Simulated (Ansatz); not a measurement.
**H₄N₂O₂W: basis-set convergence**

One table from this session's results is given with a row withheld; the runs are named, their logs left out.

Method: one geometry, several basis sets; program: Ansatz 0.2.0, Gaussian basis.

The runs, in order: PBE0-D4/def2-SVP; ωB97M-V/def2-SVP; PBE0-D4/def2-QZVPP; ωB97M-V/def2-QZVPP; the functionals' def2-TZVPP values are taken from earlier runs.

### The geometry

All runs share one geometry, relaxed beforehand with PBE0-D4 in a triple-zeta def2 set. W takes the def2 core potential; no spin-orbit term is included.

SMILES `[NH2][W]([NH2])(=[O])=[O]`, 9 atoms, charge 0, spin multiplicity 1.

Atoms are counted from 1 here; the program's logs count them from 0.

Bond lengths: N1–W2 1.946 Å, N1–H6 1.008 Å, N1–H7 1.008 Å, W2–N3 1.946 Å, W2–O4 1.711 Å, W2–O5 1.711 Å, N3–H8 1.008 Å, N3–H9 1.008 Å. Angles: W2–N1–H6 123.8°, W2–N1–H7 123.8°, H6–N1–H7 111.7°, N1–W2–N3 111.8°, N1–W2–O4 107.8°, N1–W2–O5 107.8°, N3–W2–O4 107.8°, N3–W2–O5 107.8°, O4–W2–O5 113.8°, W2–N3–H8 123.8°, W2–N3–H9 123.8°, H8–N3–H9 111.7°.

The first run:

Contents of in.yaml:

```yaml
crystal:
  periodic: [false, false, false]
  atoms:
    - {symbol: N, position_ang: [-1.093028, 1.224570, -0.336675]}
    - {symbol: W, position_ang: [0.312006, -0.106475, -0.539790]}
    - {symbol: N, position_ang: [0.641192, -1.070374, 1.118398]}
    - {symbol: O, position_ang: [-0.206391, -1.240687, -1.710838]}
    - {symbol: O, position_ang: [1.752463, 0.713082, -0.963984]}
    - {symbol: H, position_ang: [-0.920512, 2.196046, -0.130107]}
    - {symbol: H, position_ang: [-2.060800, 1.058706, -0.564943]}
    - {symbol: H, position_ang: [0.217358, -1.956086, 1.346608]}
    - {symbol: H, position_ang: [1.357713, -0.818773, 1.781340]}
basis:
  gaussian: {orbitals: def2-SVP}
hamiltonian: {xc: pbe0, dispersion: d4}
output: {orbitals: {seedname: orbitals}}
```

Command:

```console
$ ansatz run in.yaml --threads 4 --pin off --events-out ev --progress --plain --max-ram 10444MiB
```

Among the steps run: PBE0-D4 in def2-SVP; ωB97M-V in def2-SVP; PBE0-D4 in def2-QZVPP; ωB97M-V in def2-QZVPP.

One table of the session follows, with a row left open; its other results are not shown here.

It belongs to the step «Functionals by basis». 

| functional | basis | HOMO (eV) |
| --- | --- | --- |
| PBE0-D4 | def2-SVP | -7.72 |
| PBE0-D4 | def2-TZVPP | -7.83 |
| PBE0-D4 | def2-QZVPP | -7.88 |
| ωB97M-V | def2-SVP | -9.99 |
| ωB97M-V | def2-TZVPP | -10.10 |
| ωB97M-V | def2-QZVPP | ? |

**Question.** Estimate the row for ωB97M-V, def2-QZVPP.

As computed: HOMO (eV): -10.15. In the column «HOMO (eV)» it is the lowest.
